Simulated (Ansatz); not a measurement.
# C2H7InO: the cost of one run

Computed with Ansatz 0.2.0, Gaussian basis. Level: RKS PBE0-D4/def2-TZVP.

Levels to be run: relaxation at PBE0-D4/def2-TZVP; harmonic vibrations at the same level; a single point in def2-TZVPP for the fields.

## 1. The system as given

11 atoms, charge 0, spin multiplicity 1.

Atoms are counted from 1 here; the program's logs count them from 0.

Bond lengths: C1–C2 1.514 Å, C1–H5 1.091 Å, C1–H6 1.094 Å, C1–H7 1.094 Å, C2–O3 1.447 Å, C2–In4 2.229 Å, C2–H8 1.098 Å, O3–H9 0.968 Å, In4–H10 1.738 Å, In4–H11 1.743 Å. Angles: C2–C1–H5 109.7°, C2–C1–H6 111.3°, C2–C1–H7 109.9°, H5–C1–H6 108.6°, H5–C1–H7 109.0°, H6–C1–H7 108.3°, C1–C2–O3 111.4°, C1–C2–In4 116.2°, C1–C2–H8 111.0°, O3–C2–In4 86.6°, O3–C2–H8 109.1°, In4–C2–H8 119.7°, C2–O3–H9 108.7°, C2–In4–H10 116.7°, C2–In4–H11 123.8°, H10–In4–H11 116.8°.

As a file:

```tsv
atom	x (Å)	y (Å)	z (Å)
C1	-0.73363	1.14640	0.41640
C2	-0.42562	-0.33075	0.29327
O3	0.75248	-0.68865	1.05403
In4	0.71754	-0.95005	-1.51701
H5	-1.64286	1.38025	-0.13900
H6	-0.87830	1.43652	1.46134
H7	0.09344	1.73412	0.00836
H8	-1.27339	-0.93868	0.63532
H9	0.62425	-0.41136	1.97301
H10	1.78689	0.23324	-2.20828
H11	0.97920	-2.61105	-1.97743
```

The start is a GFN2-xTB geometry. In takes the def2 core potential; no spin-orbit term is included.

## 2. Optimising with PBE0-D4/def2-TZVP

in.yaml

```yaml
crystal:
  periodic: [false, false, false]
  atoms:
    - {symbol: C, position_ang: [-0.733630, 1.146400, 0.416400]}
    - {symbol: C, position_ang: [-0.425620, -0.330750, 0.293270]}
    - {symbol: O, position_ang: [0.752480, -0.688650, 1.054030]}
    - {symbol: In, position_ang: [0.717540, -0.950050, -1.517010]}
    - {symbol: H, position_ang: [-1.642860, 1.380250, -0.139000]}
    - {symbol: H, position_ang: [-0.878300, 1.436520, 1.461340]}
    - {symbol: H, position_ang: [0.093440, 1.734120, 0.008360]}
    - {symbol: H, position_ang: [-1.273390, -0.938680, 0.635320]}
    - {symbol: H, position_ang: [0.624250, -0.411360, 1.973010]}
    - {symbol: H, position_ang: [1.786890, 0.233240, -2.208280]}
    - {symbol: H, position_ang: [0.979200, -2.611050, -1.977430]}
basis:
  gaussian: {orbitals: def2-TZVP}
hamiltonian: {xc: pbe0, dispersion: d4}
relax: {f_tol: 0.005, max_steps: 150}
```

On the command line:

```sh
$ ansatz run in.yaml --threads 4 --pin off --events-out ev --progress --plain --max-ram 10444MiB
```

What time and memory should one allow on 4 threads of Arm Neoverse V2, shared host?

About 47 s, with a peak of 0.48 GiB.
